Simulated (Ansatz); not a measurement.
What does this script print? It uses Ansatz 0.2.0, Python API.

`alh3o2se.py`
```python
# -*- coding: utf-8 -*-
'''Rigid torsion scan of AlH3O2Se.'''

import ansatz as az
from ase import Atoms

atoms = Atoms(['O', 'Al', 'O', 'Se', 'H', 'H', 'H'], positions=[
    (-1.5858, 0.7629, 0.7515),
    (-0.2337, -0.3097, 0.3507),
    (1.1718, -0.4042, 1.4766),
    (-0.1852, -1.6087, -1.6629),
    (-1.3887, 1.6613, 0.2973),
    (1.8258, 0.3093, 1.1642),
    (0.457, -0.4789, -2.423),
])

# start the scan from a relaxed geometry
first = (
    az.Crystal.molecule_from_ase(atoms).calculation()
    .basis(gaussian='def2-SVP')
    .functional('cam_b3lyp')
    .relax(force_tolerance=0.02, max_steps=80)  # relax until the tolerances are met
)
atoms.positions = first.run().report['positions_ang']

start = atoms.get_dihedral(2, 1, 0, 4)
energies = {}
for turn in range(0, 360, 40):
    turned = atoms.copy()
    turned.set_dihedral(2, 1, 0, 4, start + turn, indices=[0, 4])
    calculation = (
        az.Crystal.molecule_from_ase(turned).calculation()
        .basis(gaussian='def2-SVP')  # atom-centred Gaussian functions
        .functional('cam_b3lyp')
    )
    energies[round((start + turn) % 360)] = calculation.run().report['free_energy_ev']
floor = min(energies.values())
print('dihedral O2-Al1-O0-H4 (deg)   E - E(min) (kJ/mol)')
for angle, e in sorted(energies.items()):
    print(f'{angle:8d} {96.485332 * (e - floor):14.3f}  ' + '#' * int(30 * (e - floor) / max(max(energies.values()) - floor, 1e-9)))
```

```console
$ python alh3o2se.py
dihedral O2-Al1-O0-H4 (deg)   E - E(min) (kJ/mol)
      20          5.834  #####################
      60          8.048  #############################
     100          7.452  ###########################
     140          2.817  ##########
     180          0.000
     220          2.851  ##########
     260          7.494  ###########################
     300          8.075  ##############################
     340          5.843  #####################
```

The scan is rigid and the energies are electronic, in a modest basis. With rigid groups the curve can differ much from the relaxed path, the start wasn't checked as a minimum of this torsion, and equivalent turns needn't return to the same energy. It ran for 86 s on 1 thread of Arm Neoverse V2, with other jobs on the host, peak memory 0.3 GiB.

(A comment or docstring line of the script was reworded after the run, the code is as it ran.)
